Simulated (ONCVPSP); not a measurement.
# An ONCV potential for Sn, from input to tests

Do these settings give a usable potential? It is generated, then checked for transferability, scattering, ghosts and hardness.

Method: ONCVPSP 4.0.1, LDA (Perdew-Wang 92), scalar-relativistic.

## (1) Settings

Typed settings, in words:

- element: tin (Sn, Z = 50)
- type: optimised norm-conserving Vanderbilt (ONCV)
- frozen core: [Ar] 3d10
- valence charge: 22
- reference configuration: 4s2 4p6 4d10 5s2 5p2
- partial waves: 4s+5s: rc 1.45 bohr, ncon 4, nbas 8, qcut 6.5 1/bohr, 2 projectors; 4p+5p: rc 1.30 bohr, ncon 4, nbas 8, qcut 9.2 1/bohr, 3 projectors, debl 3.3 Ha; 4d: rc 1.15 bohr, ncon 4, nbas 8, qcut 7.1 1/bohr, local
- local potential: the d channel
- core correction: Teter function, fcfact 4.75, rcfact 1.65

## (2) Generating the potential

Sn.dat

```
# ATOM AND REFERENCE CONFIGURATION
# atsym  z   nc   nv     iexc    psfile
  Sn 50.00    6    5  -001012      upf
#
#   n    l    f
    1    0    2.00
    2    0    2.00
    2    1    6.00
    3    0    2.00
    3    1    6.00
    3    2   10.00
    4    0    2.00
    4    1    6.00
    4    2   10.00
    5    0    2.00
    5    1    2.00
#
# PSEUDOPOTENTIAL AND OPTIMIZATION
# lmax
    2
#
#   l,   rc,      ep,       ncon, nbas, qcut
    0    1.45    0.00    4    8    6.50
    1    1.30    0.00    4    8    9.20
    2    1.15    0.00    4    8    7.10
#
# LOCAL POTENTIAL
# lloc, lpopt,  rc(5),   dvloc0
    2    5    1.15    0.00
#
# VANDERBILT-KLEINMAN-BYLANDER PROJECTORs
# l, nproj, debl
    0    2    1.70
    1    3    3.30
    2    0    0.90
#
# MODEL CORE CHARGE
# icmod, fcfact, rcfact
    3    4.75    1.65
#
# LOG DERIVATIVE ANALYSIS
# epsh1, epsh2, depsh
   -6.00    5.00    0.04
#
# OUTPUT GRID
# rlmax, drl
    6.00    0.01
#
# TEST CONFIGURATIONS
# ncnf
    4
# nvcnf
#   n    l    f
    5
    4    0    2.00
    4    1    6.00
    4    2   10.00
    5    0    2.00
    5    1    1.00
#
    5
    4    0    2.00
    4    1    6.00
    4    2   10.00
    5    0    2.00
    5    1    0.00
#
    5
    4    0    2.00
    4    1    6.00
    4    2   10.00
    5    0    1.00
    5    1    0.00
#
    5
    4    0    2.00
    4    1    6.00
    4    2   10.00
    5    0    1.00
    5    1    3.00
#
```

On the command line:

```bash
$ oncvpsp.x < Sn.dat > Sn.out
```

**Question.** What will these runs give? Wanted: cutoffs for 1 and 0.1 mHa per electron, occupied waves; bound ghosts; GHOST(+) flags; largest test error; largest phase difference near zero energy, channels read; rms error of d²Exc/dn², without and with the model core.

The runs gave:

| quantity | value |
| --- | --- |
| cutoffs for 1 and 0.1 mHa per electron, occupied waves | 161 Ha and 187 Ha |
| bound ghosts | none found |
| GHOST(+) flags | none |
| largest test error (AE − PS) | -15 meV, for 4s2 4p6 4d10 5s1 5p0 |
| largest phase difference near zero energy, channels read | 0.004 rad |
| rms error of d²Exc/dn², without and with the model core | 4.17 and 2.44 mHa |

What this shows: The worst test, 4s2 4p6 4d10 5s1 5p0, is off by 15 meV on 52.8 eV; by total energies transferability rates as good. It counts as very hard, with 161 Ha needed at the looser tolerance. The 4d wave sets it; 4p needs 22 Ha. The program's ghost test flags no bound state. Near zero energy the phases of the channels with partial waves agree within 0.004 rad. These are tests on the free atom; a crystal test is still owed.
